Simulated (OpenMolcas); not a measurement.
# Fe²⁺ among point charges: CASSCF and CASPT2 levels and susceptibility

How does a field of 3 point charges split the states of Fe²⁺, and what χT follows?

Program: OpenMolcas 26.06. Level of theory: state-averaged CASSCF and CASPT2, spin-orbit coupling by RASSI with atomic mean-field integrals. These are calculated values, not measurements, unless marked.

**1. The system**

```
Species                           : Fe²⁺ (iron, Z = 26, 24 electrons)
Basis                             : ANO-RCC-VTZP [6s5p3d2f1g], 59 functions
Scalar Hamiltonian                : DKH2, point nucleus
Inactive shells                   : 1s 2s 2p 3s 3p
Active space                      : 6 electrons in 5 orbitals (3d)
Some configurations of this space : 3d6
Orbitals                          : optimised for each spin and parity, averaged over all roots
```

Outer shells as boxes (Hund's rule):

3d6
```
3d [↑↓][↑ ][↑ ][↑ ][↑ ]
```

The ion sits among 3 point charges of -1.5 e arranged as a planar triangle (D3h), 1.73 Å from the ion.

Each step is its own input file, run in one work folder so that later steps find the files of earlier ones. Labels, J, g values, rates, χT and fits are worked out afterwards by a script from the matrices that RASSI stores.

**2. One- and two-electron integrals**

Input file a.inp:

```
&GATEWAY
Coord
1

Fe 0.0 0.0 0.0
Basis=ANO-RCC-VTZP
Group=NoSym
NoMove
AngMom=0.0 0.0 0.0
AMFI
XField
3 Angstrom 0
1.730000 0.000000 0.000000 -1.500000
-0.865000 1.498224 0.000000 -1.500000
-0.865000 -1.498224 0.000000 -1.500000
&SEWARD
```

Started as:

```bash
$ OMP_NUM_THREADS=1 MOLCAS_MEM=1689 MOLCAS_PROJECT=a pymolcas a.inp > a.log
```

**3. CASSCF: quintets, 5 roots**

Input file a.inp:

```
&RASSCF
FileOrb=start.orb
Symmetry=1
Spin=5
nActEl=6 0 0
Inactive=9
Ras2=5
CIRoot=5 5 1
SDav=5
CIMx=300
Iter=120 100
PrWF=0.3
OrbListing=Nothing
MaxOrb=0
>>> COPY $Project.JobIph JOB001
```

start.orb holds the contracted functions of the basis, ordered by shell, or the orbitals of the step before.

**4. Reference wave functions, triplets, 45 roots**

Input file a.inp:

```
&RASSCF
FileOrb=start.orb
Symmetry=1
Spin=3
nActEl=6 0 0
Inactive=9
Ras2=5
CIRoot=45 45 1
SDav=45
CIMx=300
Iter=120 100
PrWF=0.3
OrbListing=Nothing
MaxOrb=0
>>> COPY $Project.JobIph JOB002
```

**5. CASSCF: singlets, 50 roots**

Input file a.inp:

```
&RASSCF
FileOrb=start.orb
Symmetry=1
Spin=1
nActEl=6 0 0
Inactive=9
Ras2=5
CIRoot=50 50 1
SDav=50
CIMx=300
Iter=120 100
PrWF=0.3
OrbListing=Nothing
MaxOrb=0
>>> COPY $Project.JobIph JOB003
```

**6. RASSI: spin-orbit coupling between the states**

Input file a.inp:

```
&RASSI
NrOfJobIphs=3 5 45 50
1 2 3 4 5
1 2 3 4 5 6 7 8 9 10 11 12 13 14 15 16 17 18 19 20 21 22 23 24 25 26 27
28 29 30 31 32 33 34 35 36 37 38 39 40 41 42 43 44 45
1 2 3 4 5 6 7 8 9 10 11 12 13 14 15 16 17 18 19 20 21 22 23 24 25 26 27
28 29 30 31 32 33 34 35 36 37 38 39 40 41 42 43 44 45 46 47 48 49 50
IphNames
JOB001
JOB002
JOB003
EJob
SpinOrbit
DIPRint=1.0
SOCoupling=1000.0
Subsets=2
Property=9
'ANGMOM' 1 'ANGMOM' 2 'ANGMOM' 3 'MLTPL  1' 1 'MLTPL  1' 2 'MLTPL  1' 3
'AMFI' 1 'AMFI' 2 'AMFI' 3
SOProperty=3
'ANGMOM' 1 'ANGMOM' 2 'ANGMOM' 3
```

**7. CASPT2: IPEA 0.25, imaginary shift 0.1 (closed shells correlated: 3s 3p)**

Input file a.inp:

```
>>> COPY JOB001 $Project.JobIph
&CASPT2
Multistate=5 1 2 3 4 5
NoMult
Frozen=5
IPEA=0.25
Imaginary=0.1
MaxIter=60
WThr=0.0 0.3 0.05
PrWF=0.5
NoMix
>>> COPY JOB002 $Project.JobIph
&CASPT2
Multistate=45 1 2 3 4 5 6 7 8 9 10 11 12 13 14 15 16 17 18 19 20 21 22
23 24 25 26 27 28 29 30 31 32 33 34 35 36 37 38 39 40 41 42 43 44 45
NoMult
Frozen=5
IPEA=0.25
Imaginary=0.1
MaxIter=60
WThr=0.0 0.3 0.05
PrWF=0.5
NoMix
>>> COPY JOB003 $Project.JobIph
&CASPT2
Multistate=50 1 2 3 4 5 6 7 8 9 10 11 12 13 14 15 16 17 18 19 20 21 22
23 24 25 26 27 28 29 30 31 32 33 34 35 36 37 38 39 40 41 42 43 44 45 46
47 48 49 50
NoMult
Frozen=5
IPEA=0.25
Imaginary=0.1
MaxIter=60
WThr=0.0 0.3 0.05
PrWF=0.5
NoMix
```

(Steps that only read results are left out.)

**Question.** What will these runs give? Wanted: spin-free ground state; first state of the same spin within the active space; lowest level; next level.

The runs gave:

| quantity | value |
| --- | --- |
| method | SS-CASPT2, IPEA 0.25, imaginary shift 0.1 (closed shells correlated: 3s 3p) |
| spin-free ground state | 5A1, 1-fold in its orbital part |
| first state of the same spin within the active space | 5E at 5000 cm⁻¹ |
| lowest level | 1-fold A1 |
| next level | 8.6 cm⁻¹ |
| χT at 300 K | 3.31 cm³ K/mol |
| effective moment at 300 K | 5.14 μB |

Cost by method:

```
                                              method  time of its own steps  time with the reference
                                           A. CASSCF                   38 s                     38 s
B. SS-CASPT2, IPEA 0.25, imaginary shift 0.1, +3s 3p                   42 s                     80 s
```

Times are of one thread on a shared host.

What this shows: The spin-free ground state (5A1) comes to 100 % from free-ion D terms and keeps the highest spin of the shell. χT at 300 K is 3.31, against 3.01 cm³ K/mol for the spin alone, so orbital moment adds to it. An active space of the d shell alone favours high spin; real ions in strong fields can be low spin. CASPT2 does not keep the components of a term degenerate, and the means are used. The field of point charges can differ much from that of real complexes. With metal d orbitals alone active, the gaps between spin states are rough; where two lie within a few thousand cm-1, their order is open. This is an electrostatic model: the charges have no orbitals.
